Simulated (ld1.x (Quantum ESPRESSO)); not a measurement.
# B: generating and testing an ultrasoft potential

Task: generate the file, and judge it by its errors in other configurations, its logarithmic derivatives, its ghosts and its cutoff.

Program: ld1.x (Quantum ESPRESSO) 7.5. Reference atom: LDA (PW92), scalar-relativistic, spherical and spin-unpolarised. All values are calculated.

### Step 1. The design

The settings as typed:

- element: boron (B, Z = 5)
- type: ultrasoft
- frozen core: [He]
- valence charge: 3
- reference configuration: 2s2 2p1
- partial waves: 2s (bound): rcut 1.35, rcutus 1.75 bohr; 2s channel at 0.1 Ry: rcut 1.35, rcutus 1.75 bohr; 2p (bound): rcut 2.75, rcutus 3.85 bohr; 2p channel at 1.95 Ry: rcut 2.75, rcutus 3.85 bohr; 3d channel at -0.05 Ry: rcut 2.95, rcutus 3.60 bohr; 3d channel at 1.8 Ry: rcut 2.95, rcutus 3.60 bohr
- local potential: all-electron potential smoothed inside 2.05 bohr (lloc = -1)
- core correction: not asked for
- augmentation charge: PSQ, radius 1.05 bohr

### Step 2. Generation

Contents of B.in:

```
 &input
   title='B', zed=5., rel=1, dft='PW', iswitch=3,
   config='[He] 2s2 2p1 3d-2',
   nld=3, rlderiv=4.20, eminld=-3.0, emaxld=5.0, deld=0.02
 /
 &inputp
   pseudotype=3, tm=.true., lloc=-1, rcloc=2.05,
   nlcc=.false.,
   which_augfun='PSQ', rmatch_augfun=1.05,
   file_pseudopw='B.UPF', file_wfcaegen='ae.wfc', file_wfcncgen='nc.wfc', file_beta='beta', file_chi='chi', file_wfcusgen='us.wfc'
 /
6
2S  1  0   2.00   0.00  1.35  1.75  0.0
2S  1  0   0.00   0.10  1.35  1.75  0.0
2P  2  1   1.00   0.00  2.75  3.85  0.0
2P  2  1   0.00   1.95  2.75  3.85  0.0
3D  3  2  -2.00  -0.05  2.95  3.60  0.0
3D  3  2  -2.00   1.80  2.95  3.60  0.0
 &test
   configts(1)='2s2 2p1'
 /
```

On the command line:

```bash
$ ld1.x < B.in > B.out
```

What the program wrote to B.out (without the banner and most projector matrices):

```text
     Program LD1 v.7.5
     --------------------------- All-electron run ----------------------------

     B
     scalar relativistic calculation

     atomic number is  5.00
     dft =PW   lsd =0 sic =0 latt =0  beta=0.20 tr2=1.0E-14
     Exchange-correlation= PW
                           (   1   4   0   0   0   0   0)
     mesh =1059 r(mesh) = 101.04461 a.u. xmin = -7.00 dx = 0.01250
     1 Ry =  13.60569312 eV, c = 137.03599908

     n l     nl                  e(Ry)          e(Ha)          e(eV)
     1 0     1S 1( 2.00)       -13.1320        -6.5660      -178.6696
     2 0     2S 1( 2.00)        -0.6897        -0.3448        -9.3836
     2 1     2P 1( 1.00)        -0.2731        -0.1365        -3.7152

     final scf error:  7.5E-15 reached in  31 iterations

     Etot =     -48.701142 Ry,     -24.350571 Ha,    -662.612798 eV

     Ekin =      48.362378 Ry,      24.181189 Ha,     658.003674 eV
     Encl =    -113.027778 Ry,     -56.513889 Ha,   -1537.821262 eV
     Eh   =      23.011916 Ry,      11.505958 Ha,     313.093071 eV
     Exc  =      -7.047659 Ry,      -3.523829 Ha,     -95.888281 eV

     normalization and overlap integrals

     s(1S/1S) =  1.000000  <r> =   0.3322  <r2> =    0.1500  r(max) =   0.2129
     s(2S/2S) =  1.000000  <r> =   1.9653  <r2> =    4.6701  r(max) =   1.5152
     s(2P/2P) =  1.000000  <r> =   2.2893  <r2> =    6.8038  r(max) =   1.5536

     ------------------------ End of All-electron run ------------------------

     --------------------- Generating US pseudopotential ---------------------

      Generating local potential from pseudized AE potential:
      Matching radius rcloc =   2.0500

      Local pseudo, rcloc= 2.045 Estimated cut-off energy=     5.74 Ry
      Wfc-us  2S rcutus= 1.760  Estimated cut-off energy=    14.79 Ry
      Wfc-us  2S rcutus= 1.760  Estimated cut-off energy=    16.75 Ry
      Wfc-us  2P rcutus= 3.821  Estimated cut-off energy=     5.58 Ry
      Wfc-us  2P rcutus= 3.821  Estimated cut-off energy=     8.16 Ry
      Wfc-us  3D rcutus= 3.635  Estimated cut-off energy=     7.68 Ry
      Wfc-us  3D rcutus= 3.635  Estimated cut-off energy=    14.33 Ry

     Q pseudized with Bessel functions
     Expected ecutrho=     318.7604 due to l1=  2   l2=  2

     ------------------- End of pseudopotential generation -------------------

     [... the all-electron block is printed once more ...]


     Computing logarithmic derivative in   4.19684
     Computing logarithmic derivative in   4.19684
     Computing the partial wave expansion
     R is outside the sphere for l=    0 j= 0.00
     R is outside the sphere for l=    0 j= 0.00
     R is outside the sphere for l=    1 j= 0.00
     R is outside the sphere for l=    1 j= 0.00
     R is outside the sphere for l=    2 j= 0.00
     R is outside the sphere for l=    2 j= 0.00

     ---------------------- Testing the pseudopotential ----------------------

     B
     scalar relativistic calculation

     atomic number is  5.00   valence charge is  3.00
     dft =PW   lsd =0 sic =0 latt =0  beta=0.20 tr2=1.0E-14
     mesh =1059 r(mesh) = 101.04461 xmin = -7.00 dx = 0.01250

     n l     nl             e AE (Ry)        e PS (Ry)    De AE-PS (Ry)
     1 0     2S   1( 2.00)       -0.68969       -0.68969        0.00000
     2 1     2P   1( 1.00)       -0.27307       -0.27307        0.00000

     eps = 4.0E-16  iter =  3

     Etot =     -48.701142 Ry,     -24.350571 Ha,    -662.612798 eV
     Etotps =    -5.160761 Ry,      -2.580381 Ha,     -70.215734 eV

     Ekin =       1.661212 Ry,       0.830606 Ha,      22.601939 eV
     Encl =     -10.124895 Ry,      -5.062448 Ha,    -137.756217 eV
     Ehrt =       3.980560 Ry,       1.990280 Ha,      54.158273 eV
     Ecxc =      -1.553971 Ry,      -0.776985 Ha,     -21.142848 eV
     Epseu=       0.876333 Ry,       0.438167 Ha,      11.923118 eV

     ---------------------- End of pseudopotential test ----------------------
```

Run time: 1.2 s. Hardware: 1 thread of Neoverse-V1, shared host. This counts the later configuration tests of the new file too.

Partial waves on a coarse radial grid (AE all-electron, PS pseudo):

```
r (bohr)    2s AE   2s PS
   0.192  -0.3056  0.1688
   0.385  -0.1126  0.3273
   0.578   0.1619  0.4650
   0.770   0.3955  0.5750
   0.962   0.5628  0.6551
   1.155   0.6670  0.7063
   1.348   0.7187  0.7308
   1.540   0.7310  0.7328
   1.732   0.7159  0.7159
   1.925   0.6825  0.6825
   2.118   0.6380  0.6380
   2.310   0.5878  0.5878
   2.502   0.5355  0.5355
   2.695   0.4832  0.4832
   2.888   0.4327  0.4327
   3.080   0.3854  0.3854
   3.272   0.3416  0.3416
   3.465   0.3012  0.3012
   3.658   0.2646  0.2646
   3.850   0.2319  0.2319
   4.043   0.2026  0.2026
   4.235   0.1766  0.1766
   4.428   0.1535  0.1535
   4.620   0.1333  0.1333
   4.812   0.1156  0.1156
   5.005   0.1000  0.1000
```

### Step 3. Testing the new file in other configurations

Contents of B.test.in:

```
 &input
   title='B', zed=5., rel=1, dft='PW', iswitch=2,
   config='[He] 2s2 2p1 3d-2'
 /
 &test
   file_pseudo='B.UPF', nconf=10,
   configts(1)='2s2 2p1',
   configts(2)='2s2 2p0',
   configts(3)='2s1 2p0',
   configts(4)='2s2 2p0.5',
   configts(5)='2s1 2p1',
   configts(6)='2s2 2p1.3',
   configts(7)='2s1 2p2',
   configts(8)='2s0 2p3',
   configts(9)='2s2 2p1', lsdts(9)=1,
   configts(10)='2s1 2p0', lsdts(10)=1
 /
```

On the command line:

```bash
$ ld1.x < B.test.in > B.test.out
```

B.test.out, the pseudopotential blocks, each with the warnings that came before it:

```text
     ---------------------- Testing the pseudopotential ----------------------

     B
     scalar relativistic calculation

     atomic number is  5.00   valence charge is  3.00
     dft =PW   lsd =0 sic =0 latt =0  beta=0.20 tr2=1.0E-14
     mesh =1059 r(mesh) = 101.04461 xmin = -7.00 dx = 0.01250

     n l     nl             e AE (Ry)        e PS (Ry)    De AE-PS (Ry)
     1 0     2S   1( 2.00)       -0.68969       -0.68969        0.00000
     2 1     2P   1( 1.00)       -0.27307       -0.27307        0.00000

     eps = 4.0E-16  iter =  3

     Etot =     -48.701142 Ry,     -24.350571 Ha,    -662.612798 eV
     Etotps =    -5.160761 Ry,      -2.580381 Ha,     -70.215734 eV

     Ekin =       1.661212 Ry,       0.830606 Ha,      22.601939 eV
     Encl =     -10.124895 Ry,      -5.062448 Ha,    -137.756217 eV
     Ehrt =       3.980560 Ry,       1.990280 Ha,      54.158273 eV
     Ecxc =      -1.553971 Ry,      -0.776985 Ha,     -21.142848 eV
     Epseu=       0.876333 Ry,       0.438167 Ha,      11.923118 eV

     ---------------------- End of pseudopotential test ----------------------

     ---------------------- Testing the pseudopotential ----------------------

     B
     [...]
     n l     nl             e AE (Ry)        e PS (Ry)    De AE-PS (Ry)
     1 0     2S   1( 2.00)       -1.42667       -1.42467       -0.00200
     2 1     2P   1( 0.00)       -0.98897       -0.98466       -0.00431

     eps = 1.1E-17  iter =  7

     Etot =     -48.089534 Ry,     -24.044767 Ha,    -654.291436 eV
     Etotps =    -4.550328 Ry,      -2.275164 Ha,     -61.910361 eV
     dEtot_ae =       0.611609 Ry
     dEtot_ps =       0.610434 Ry,   Delta E=       0.001175 Ry

     [...]
     ---------------------- End of pseudopotential test ----------------------

     Warning: n=2, l=1 expected 0 nodes, found 1
     ---------------------- Testing the pseudopotential ----------------------

     B
     [...]
     n l     nl             e AE (Ry)        e PS (Ry)    De AE-PS (Ry)
     1 0     2S   1( 1.00)       -2.30296       -2.29038       -0.01258  !
     2 1     2P   1( 0.00)       -1.87513       -1.85683       -0.01830  !

     eps = 1.2E-16  iter =  7

     Etot =     -46.230166 Ry,     -23.115083 Ha,    -628.993453 eV
     Etotps =    -2.697049 Ry,      -1.348525 Ha,     -36.695223 eV
     dEtot_ae =       2.470976 Ry
     dEtot_ps =       2.463712 Ry,   Delta E=       0.007264 Ry

     [...]
     ---------------------- End of pseudopotential test ----------------------

     ---------------------- Testing the pseudopotential ----------------------

     B
     [...]
     n l     nl             e AE (Ry)        e PS (Ry)    De AE-PS (Ry)
     1 0     2S   1( 2.00)       -1.03283       -1.03274       -0.00010
     2 1     2P   1( 0.50)       -0.60197       -0.60125       -0.00072

     eps = 2.0E-16  iter =  8

     Etot =     -48.485037 Ry,     -24.242518 Ha,    -659.672530 eV
     Etotps =    -4.944740 Ry,      -2.472370 Ha,     -67.276621 eV
     dEtot_ae =       0.216106 Ry
     dEtot_ps =       0.216021 Ry,   Delta E=       0.000085 Ry

     [...]
     ---------------------- End of pseudopotential test ----------------------

     ---------------------- Testing the pseudopotential ----------------------

     B
     [...]
     n l     nl             e AE (Ry)        e PS (Ry)    De AE-PS (Ry)
     1 0     2S   1( 1.00)       -1.43250       -1.43074       -0.00176
     2 1     2P   1( 1.00)       -0.99477       -0.99373       -0.00104

     eps = 3.4E-16  iter = 10

     Etot =     -47.651832 Ry,     -23.825916 Ha,    -648.336199 eV
     Etotps =    -4.111910 Ry,      -2.055955 Ha,     -55.945382 eV
     dEtot_ae =       1.049311 Ry
     dEtot_ps =       1.048852 Ry,   Delta E=       0.000459 Ry

     [...]
     ---------------------- End of pseudopotential test ----------------------

     ---------------------- Testing the pseudopotential ----------------------

     B
     [...]
     n l     nl             e AE (Ry)        e PS (Ry)    De AE-PS (Ry)
     1 0     2S   1( 2.00)       -0.51493       -0.51448       -0.00045
     2 1     2P   1( 1.30)       -0.10955       -0.10921       -0.00034

     eps = 1.0E-15  iter = 11

     Etot =     -48.757804 Ry,     -24.378902 Ha,    -663.383713 eV
     Etotps =    -5.217379 Ry,      -2.608690 Ha,     -70.986058 eV
     dEtot_ae =      -0.056661 Ry
     dEtot_ps =      -0.056618 Ry,   Delta E=      -0.000043 Ry

     [...]
     ---------------------- End of pseudopotential test ----------------------

     ---------------------- Testing the pseudopotential ----------------------

     B
     [...]
     n l     nl             e AE (Ry)        e PS (Ry)    De AE-PS (Ry)
     1 0     2S   1( 1.00)       -0.72369       -0.72259       -0.00110
     2 1     2P   1( 2.00)       -0.30472       -0.30499        0.00027

     eps = 8.9E-17  iter =  7

     Etot =     -48.283311 Ry,     -24.141656 Ha,    -656.927918 eV
     Etotps =    -4.743607 Ry,      -2.371804 Ha,     -64.540067 eV
     dEtot_ae =       0.417831 Ry
     dEtot_ps =       0.417154 Ry,   Delta E=       0.000677 Ry

     [...]
     ---------------------- End of pseudopotential test ----------------------

     ---------------------- Testing the pseudopotential ----------------------

     B
     [...]
     n l     nl             e AE (Ry)        e PS (Ry)    De AE-PS (Ry)
     1 0     2S   1( 0.00)       -0.75241       -0.74967       -0.00274
     2 1     2P   1( 3.00)       -0.33148       -0.33153        0.00005

     eps = 8.9E-15  iter = 10

     Etot =     -47.863337 Ry,     -23.931668 Ha,    -651.213873 eV
     Etotps =    -4.325709 Ry,      -2.162854 Ha,     -58.854263 eV
     dEtot_ae =       0.837806 Ry
     dEtot_ps =       0.835053 Ry,   Delta E=       0.002753 Ry

     [...]
     ---------------------- End of pseudopotential test ----------------------

     ---------------------- Testing the pseudopotential ----------------------

     B
     [...]
     n l     nl             e AE (Ry)        e PS (Ry)    De AE-PS (Ry)
     1 0     2S   1( 1.00)       -0.72065       -0.72266        0.00201
     2 1     2P   1( 1.00)       -0.30103       -0.30346        0.00243
     1 0     2S   2( 1.00)       -0.63820       -0.63247       -0.00574  !
     2 1     2P   2( 0.00)       -0.22693       -0.22112       -0.00581  !

     eps = 4.7E-15  iter = 11

     Etot =     -48.719658 Ry,     -24.359829 Ha,    -662.864716 eV
     Etotps =    -5.181381 Ry,      -2.590690 Ha,     -70.496275 eV
     dEtot_ae =      -0.018516 Ry
     dEtot_ps =      -0.020619 Ry,   Delta E=       0.002104 Ry

     [...]
     ---------------------- End of pseudopotential test ----------------------

     ---------------------- Testing the pseudopotential ----------------------

     B
     [...]
     n l     nl             e AE (Ry)        e PS (Ry)    De AE-PS (Ry)
     1 0     2S   1( 1.00)       -2.37911       -2.37219       -0.00692  !
     2 1     2P   1( 0.00)       -1.94698       -1.94017       -0.00681  !
     1 0     2S   2( 0.00)       -2.11428       -2.02316       -0.09112  !
     2 1     2P   2( 0.00)       -1.70022       -1.58660       -0.11362  !

     eps = 1.2E-17  iter =  7

     Etot =     -46.284461 Ry,     -23.142231 Ha,    -629.732174 eV
     Etotps =    -2.757496 Ry,      -1.378748 Ha,     -37.517645 eV
     dEtot_ae =       2.416681 Ry
     dEtot_ps =       2.403265 Ry,   Delta E=       0.013416 Ry

     [...]
     ---------------------- End of pseudopotential test ----------------------
```

The tests as a table, with energies relative to 2s2 2p1. Spin-polarised rows fill open shells by Hund's rule and count from the unpolarised reference. A star marks tests that logged a warning.

```tsv
valence configuration	charge	ΔE all-electron (eV)	error AE − PS (meV)
2s2 2p0	+1	8.321	+16
2s1 2p0 *	+2	33.619	+99
2s2 2p0.5	+0.5	2.940	+1.2
2s1 2p1	+1	14.277	+6.2
2s2 2p1.3	-0.3	-0.771	-0.6
2s1 2p2	0	5.685	+9.2
2s0 2p3	0	11.399	+37
2s2 2p1 (spin-polarised)	0	-0.252	+29
2s1 2p0 (spin-polarised)	+2	32.881	+183
```

### Step 4. Scattering by logarithmic derivatives

Taken from the files of the generation run. The phase is arctan(r·u′/u) with u = r·R, unwrapped, with energies in Ry. A pole is an energy at which the radial function vanishes at the test radius. The pseudo phase is shifted by a multiple of π to meet the all-electron one at the reference energy. Levels narrower than the energy grid can be missing from the poles. Left out: d, where the overlap operator is not positive , so their phases aren't trusted. The last column is the largest difference on the grid between −1 and +1 Ry.

```tsv
channel	radius (bohr)	reference (Ry)	poles AE	poles PS	window around the reference with phases within 0.05 rad (Ry)	largest difference near zero (rad)
s	4.20	-0.69	-0.64, 1.43, 4.72	-0.64, 1.43, 4.69	the whole range	0.000
p	4.20	-0.27	-0.18, 1.56, 4.51	-0.17, 1.57	below 0.3	0.197
```

Phases (rad) along the scan:

```
E (Ry)    p AE    p PS    s AE    s PS
 -3.00   1.431   1.431   1.427   1.427
 -2.52   1.417   1.417   1.412   1.412
 -2.04   1.399   1.399   1.392   1.392
 -1.56   1.372   1.372   1.358   1.358
 -1.08   1.323   1.325   1.282   1.282
 -0.60   1.182   1.186  -1.651  -1.651
 -0.12  -1.672  -1.667  -1.973  -1.973
  0.36  -2.211  -2.158  -3.152  -3.152
  0.84  -4.270  -4.214  -4.486  -4.486
  1.32  -4.642  -4.636  -4.686  -4.686
  1.80  -4.767  -4.767  -4.788  -4.788
  2.28  -4.902  -4.899  -4.916  -4.917
  2.76  -5.511  -5.355  -5.463  -5.475
  3.24  -7.530  -7.389  -7.472  -7.479
  3.72  -7.747  -7.695  -7.723  -7.726
  4.20  -7.822  -7.782  -7.803  -7.805
  4.68  -7.871  -7.830  -7.851  -7.853
```

### Step 5. Plane-wave convergence, by spherical Bessel functions

This step uses the generator's waves and projectors in a separate script. Basis: spherical Bessel functions vanishing at 20 bohr, q² up to the cutoff; potential fixed at the reference.

No cutoffs are read. The overlap operator is not positive in d (lowest eigenvalue -1.967), so the test is not defined there. The ghost test is not conclusive.

### Step 6. Summary of results

```
                                                quantity                                              value
                                                 cutoffs                                     not determined
                                            bound ghosts                                     not determined
         largest test error (AE − PS), unpolarised tests  +99 meV, for 2s1 2p0 (this test logged a warning)
largest phase difference near zero energy, channels read                                          0.197 rad
         lowest eigenvalue of the overlap (Bessel basis)                                         -1.967 (d)
               density cutoff estimated by the generator                                             319 Ry
```

**Reading.** The overlap operator is not positive definite in d, so a plane-wave run would break down once the basis is large enough. The worst unpolarised test, 2s1 2p0, is off by 99 meV on 33.6 eV; by total energies transferability rates as fair. No cutoffs are read. Ghosts could not be judged. Of the channels read, p scatters worst near zero energy, by up to 0.20 rad. All of this concerns the isolated atom, not yet a solid.
